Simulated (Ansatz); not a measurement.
BiTe:

```
Bi Te
1.0
     0.00000    3.23500    3.23500
     3.23500    0.00000    3.23500
     3.23500    3.23500    0.00000
Bi Te
1 1
Direct
  0.00000 0.00000 0.00000
  0.50000 0.50000 0.50000
```

Base run:

- Program: Ansatz 0.2.0
- Functional: PBEsol
- Potentials or basis: all-electron LAPW, scalar-relativistic
- Cutoff: 177 eV (chosen from the basis error)
- Basis error allowed: 0.001 eV/atom
- k mesh: 7 × 7 × 7
- Occupations: fermi-dirac, width 0.05 eV
- Spin: no spin polarisation

Its results: pressure -1.5 GPa.

Q: The run is repeated on the same cell with these changes: functional from PBEsol to LDA. What comes out?

A: Pressure -2.6 GPa.

LDA binds more tightly than PBEsol, so the same cell stands under less pressure.
